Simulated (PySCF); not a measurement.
# B3H5O: the cost of one run

Computed with PySCF 2.14.0, with density-fitted response routines of our own, on a single molecule in the gas phase. Atoms are numbered from 0 throughout.

## 1. The molecule as given

9 atoms, charge 0, multiplicity 1; geometry from: GFN2-xTB. The atoms were then displaced at random by about 0.01 Å, so the start is not that level's minimum.

Bonds of the start (Å): B0–B1 1.70, B1–O2 1.32, O2–B3 1.24, B0–H4 1.17, B0–H5 1.15, B1–H6 1.20, B3–H7 1.19, B3–H8 1.22.

## 2. Geometry optimisation at PBE0-D3(BJ)/def2-SVP

The job: settings as JSON, then the geometry in Å.

```
{"job": {"xc": "PBE0", "basis": "def2-SVP", "d3": "d3bj", "grid": 1, "shake": 0.01, "kind": "geom"}, "charge": 0, "multiplicity": 1}
B      1.854260    -0.448630    -0.033350
B      0.513370     0.590350    -0.002120
O     -0.759040     0.253170     0.000710
B     -1.945370    -0.109990     0.016070
H      2.358310    -0.738710    -1.048000
H      2.352290    -0.791490     0.940770
H      0.749470     1.768460     0.029070
H     -2.540920    -0.242380    -1.007440
H     -2.524560    -0.297950     1.070550
```

The run is started by

```sh
$ OMP_NUM_THREADS=1 python probes_run.py task.json out
```

This one command runs all jobs of the session in turn.

**Question.** How long does this first job take on 1 thread of Arm Neoverse V2, shared host, and how much memory does it need?

About 7.7 s, with a peak of 0.34 GiB.
